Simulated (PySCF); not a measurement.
# GeH6O2Si: the cost of one run

Computed with PySCF 2.14.0, with density-fitted response routines of our own, on a single molecule in the gas phase. Atoms count from 0, in the outputs and in this text.

## Step 1: The molecule as given

10 atoms, charge 0, multiplicity 1; geometry from: GFN2-xTB. The atoms were then displaced at random by about 0.01 Å, so the start is not that level's minimum.

Bonds of the start (Å): O0–Si1 1.65, Si1–O2 1.63, O2–Ge3 1.69, O0–H4 0.92, Si1–H5 1.46, Si1–H6 1.47, Ge3–H7 1.49, Ge3–H8 1.51, Ge3–H9 1.52.

## Step 2: Geometry optimisation at PBE0-D3(BJ)/def2-SVP

Job settings and geometry (Å):

```
{"job": {"xc": "PBE0", "basis": "def2-SVP", "d3": "d3bj", "grid": 1, "shake": 0.01, "kind": "geom"}, "charge": 0, "multiplicity": 1}
O      1.155630    -1.114940     0.448480
Si     1.283490     0.455240    -0.039330
O     -0.216200     0.876860    -0.533840
Ge    -1.668020     0.004320    -0.592500
H      1.884470    -1.574640     0.770310
H      2.170920     0.568110    -1.194080
H      1.651360     1.321730     1.084280
H     -1.509030    -1.169200    -1.503380
H     -2.639070     1.033620    -1.125940
H     -2.063110    -0.422020     0.812100
```

On the command line:

```sh
$ OMP_NUM_THREADS=1 python probes_run.py task.json out
```

This one command runs all jobs of the session in turn.

**Question.** How long does this first job take on 1 thread of Arm Neoverse V1, shared host, and how much memory does it need?

About 24 s, with a peak of 0.44 GiB.
